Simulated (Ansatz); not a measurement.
## Al, space group Fm-3m: a convergence test of the k-point mesh, step by step

With Ansatz's Python interface.

At the Python prompt:
```pycon
>>> import ansatz as az
>>> from ase import Atoms
>>> import pandas as pd
>>> FILLING = "cold"
>>> atoms = Atoms(
...     ["Al"],
...     scaled_positions=[
...         (0.0, 0.0, 0.0),
...     ],
...     cell=[
...         (0.0, 2.02481, 2.02481),
...         (2.02481, 0.0, 2.02481),
...         (2.02481, 2.02481, 0.0),
...     ],
...     pbc=True,
... )
>>> structure = az.Crystal.from_ase(atoms)
>>> structure.resolved().sites[-1]
Site(symbol='Al', position=(0.0, 0.0, 0.0), moment=None, axis=None, held=None, saved=None)
>>> base = (
...     structure.calculation()
...     .functional(az.Functional.PBESOL)
...     .pseudopotentials("paw")
...     .basis(21 * az.Ha)
...     .occupations(FILLING)
... )
>>> rows = []
>>> for value in [(3, 3, 3), (4, 4, 4), (6, 6, 6), (8, 8, 8), (9, 9, 9), (12, 12, 12)]:
...     rep = base.kpoints(mesh=value).run(threads=1).report
...     rows.append((value, rep["free_energy_ev"] / len(rep["lattice"]["sites"]), rep["n_iterations"], rep["n_kpoints"]))
...
>>> table = pd.DataFrame(rows, columns=["mesh", "F/atom (eV)", "iterations", "k-points"])
>>> table.round(5)
           mesh  F/atom (eV)  iterations  k-points
0     (3, 3, 3)   -523.96618           5         4
1     (4, 4, 4)   -524.24713           4         8
2     (6, 6, 6)   -524.61186           4        16
3     (8, 8, 8)   -524.54054           4        29
4     (9, 9, 9)   -524.51615           3        35
5  (12, 12, 12)   -524.55330           3        72
>>> # differences from the last row
>>> for row in rows[:-1]:
...     shift = 1000 * (row[1] - rows[-1][1])
...     print(f"{row[0]}: {shift:+.2f} meV/atom" + ("  (within 1 meV)" if abs(shift) < 1 else ""))
...
(3, 3, 3): +587.11 meV/atom
(4, 4, 4): +306.17 meV/atom
(6, 6, 6): -58.57 meV/atom
(8, 8, 8): +12.75 meV/atom
(9, 9, 9): +37.14 meV/atom
```

Shifts are counted from the finest mesh, which is itself no proven limit. Finished in 2 s on 1 thread of Arm Neoverse V2 (shared host), peak memory 0.36 GiB.
